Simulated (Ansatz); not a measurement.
# C₇H₁₁ClFNTi: a ladder of functionals and wavefunction methods

An exercise on one series of results from a longer session: the logs are not shown, and one member is left open.

The runs use Ansatz 0.2.0, Gaussian basis; functionals in def2-TZVPP, the program's frozen cores in correlated methods.

Plan: LDA (SPW92), PBE-D4, revPBE-D4, BLYP-D4, r2SCAN-D4, B97M-V, PBE0-D4, B3LYP-D4, r2SCANh-D4, r2SCAN0-D4, HSE06-D4, BHLYP-D4, CAM-B3LYP-D4, LC-ωPBE, ωB97X-V, ωB97M-V, B2PLYP, PBE-QIDH; CCSD(T)/def2-SVP.

### The geometry

The geometry comes from an earlier relaxation with PBE0-D4 in a triple-zeta def2 set; it is a stationary point, not always the lowest conformer.

SMILES `C[N](C)[Ti]1234([F])([Cl])[C@H]5[C@@H]1[C@@H]2[C@@H]3[C@H]54`, 22 atoms, charge 0, spin multiplicity 1.

Atoms are counted from 1 here; the program's logs count them from 0.

Bond lengths: C1–N2 1.439 Å, C1–H12 1.092 Å, C1–H13 1.100 Å, C1–H14 1.098 Å, N2–C3 1.441 Å, N2–Ti4 1.870 Å, C3–H15 1.090 Å, C3–H16 1.100 Å, C3–H17 1.098 Å, Ti4–F5 1.777 Å, Ti4–Cl6 2.261 Å, Ti4–C7 2.367 Å, Ti4–C8 2.351 Å, Ti4–C9 2.355 Å, Ti4–C10 2.414 Å, Ti4–C11 2.409 Å, C7–C8 1.407 Å, C7–C11 1.417 Å and more. Angles: N2–C1–H12 111.1°, N2–C1–H13 111.8°, N2–C1–H14 110.3°, H12–C1–H13 108.5°, H12–C1–H14 107.2°, H13–C1–H14 107.8°, C1–N2–C3 113.3°, C1–N2–Ti4 121.9°, C3–N2–Ti4 124.1°, N2–C3–H15 110.7°, N2–C3–H16 111.4°, N2–C3–H17 110.3°, H15–C3–H16 108.6°, H15–C3–H17 108.2°, H16–C3–H17 107.5°, N2–Ti4–F5 101.1°, N2–Ti4–Cl6 101.8°, N2–Ti4–C7 105.7° and more.

As a file:

```csv
atom,x (Å),y (Å),z (Å)
C1,1.53925,0.74202,1.53662
N2,0.50116,1.20077,0.65231
C3,0.80390,2.46112,0.02161
Ti4,-0.94927,0.11673,0.18641
F5,-1.97589,1.27624,-0.68467
Cl6,-1.90006,-0.27303,2.20016
C7,-0.09181,-2.08665,0.06793
C8,0.55867,-1.31442,-0.91189
C9,-0.41073,-0.91672,-1.85958
C10,-1.64995,-1.47963,-1.48296
C11,-1.45868,-2.18921,-0.28974
H12,1.26098,-0.19959,2.01355
H13,2.49251,0.59766,1.00676
H14,1.70817,1.47409,2.33693
H15,-0.02141,2.78331,-0.61275
H16,1.71344,2.39385,-0.59312
H17,0.97515,3.23516,0.78096
H18,0.35809,-2.50745,0.95498
H19,1.60380,-1.04472,-0.92207
H20,-0.24058,-0.27202,-2.70941
H21,-2.59340,-1.31457,-1.98133
H22,-2.22334,-2.68293,0.28929
```

Set-up of the first run:

in.yaml reads:

```yaml
crystal:
  periodic: [false, false, false]
  atoms:
    - {symbol: C, position_ang: [1.539249, 0.742021, 1.536623]}
    - {symbol: N, position_ang: [0.501159, 1.200771, 0.652307]}
    - {symbol: C, position_ang: [0.803901, 2.461118, 0.021612]}
    - {symbol: Ti, position_ang: [-0.949273, 0.116733, 0.186406]}
    - {symbol: F, position_ang: [-1.975888, 1.276236, -0.684667]}
    - {symbol: Cl, position_ang: [-1.900055, -0.273032, 2.200163]}
    - {symbol: C, position_ang: [-0.091810, -2.086654, 0.067935]}
    - {symbol: C, position_ang: [0.558669, -1.314417, -0.911893]}
    - {symbol: C, position_ang: [-0.410733, -0.916721, -1.859576]}
    - {symbol: C, position_ang: [-1.649951, -1.479628, -1.482955]}
    - {symbol: C, position_ang: [-1.458679, -2.189215, -0.289736]}
    - {symbol: H, position_ang: [1.260976, -0.199591, 2.013545]}
    - {symbol: H, position_ang: [2.492513, 0.597656, 1.006764]}
    - {symbol: H, position_ang: [1.708169, 1.474093, 2.336935]}
    - {symbol: H, position_ang: [-0.021408, 2.783308, -0.612750]}
    - {symbol: H, position_ang: [1.713438, 2.393846, -0.593124]}
    - {symbol: H, position_ang: [0.975148, 3.235162, 0.780958]}
    - {symbol: H, position_ang: [0.358094, -2.507453, 0.954975]}
    - {symbol: H, position_ang: [1.603801, -1.044722, -0.922073]}
    - {symbol: H, position_ang: [-0.240580, -0.272023, -2.709410]}
    - {symbol: H, position_ang: [-2.593395, -1.314569, -1.981325]}
    - {symbol: H, position_ang: [-2.223343, -2.682929, 0.289286]}
basis:
  gaussian: {orbitals: def2-TZVPP}
hamiltonian: {xc: lda}
output: {orbitals: {seedname: orbitals}}
```

Among the steps run: LDA; PBE-D4 (GGA); revPBE-D4 (GGA); BLYP-D4 (GGA); r2SCAN-D4 (meta-GGA); B97M-V (meta-GGA); PBE0-D4 (hybrid); B3LYP-D4 (hybrid); r2SCANh-D4 (hybrid); r2SCAN0-D4 (hybrid); HSE06-D4 (hybrid); BHLYP-D4 (hybrid); CAM-B3LYP-D4 (range-separated); LC-ωPBE (range-separated); ωB97X-V (range-separated); ωB97M-V (range-separated); B2PLYP (double hybrid); PBE-QIDH (double hybrid).

One of the session's tables, all rows but one given; the rest of the session is left out.

It belongs to the step «Orbital energies across the functionals». 

| functional | HOMO (eV) | LUMO (eV) | gap (eV) |
| --- | --- | --- | --- |
| LDA (SPW92) | -5.60 | -3.20 | 2.40 |
| PBE-D4 | -5.44 | -2.92 | 2.51 |
| revPBE-D4 | -5.37 | -2.82 | 2.55 |
| BLYP-D4 | -5.31 | -2.81 | 2.50 |
| r2SCAN-D4 | -5.64 | -2.83 | 2.80 |
| B97M-V | -5.73 | -2.85 | 2.88 |
| PBE0-D4 | ? | ? | ? |
| B3LYP-D4 | -6.37 | -2.16 | 4.21 |
| r2SCANh-D4 | -6.06 | -2.43 | 3.63 |
| r2SCAN0-D4 | -6.70 | -1.83 | 4.88 |
| HSE06-D4 | -6.17 | -2.26 | 3.90 |
| BHLYP-D4 | -7.57 | -0.71 | 6.86 |
| CAM-B3LYP-D4 | -7.82 | -0.79 | 7.03 |
| LC-ωPBE | -9.08 | 0.32 | 9.40 |
| ωB97X-V | -8.76 | 0.30 | 9.06 |
| ωB97M-V | -8.67 | 0.27 | 8.94 |

Q: Estimate the row for PBE0-D4 from the others.

The run gave: HOMO (eV): -6.56; LUMO (eV): -1.88; gap (eV): 4.67. In the column «HOMO (eV)» it lies between r2SCAN0-D4 (-6.70) and B3LYP-D4 (-6.37).
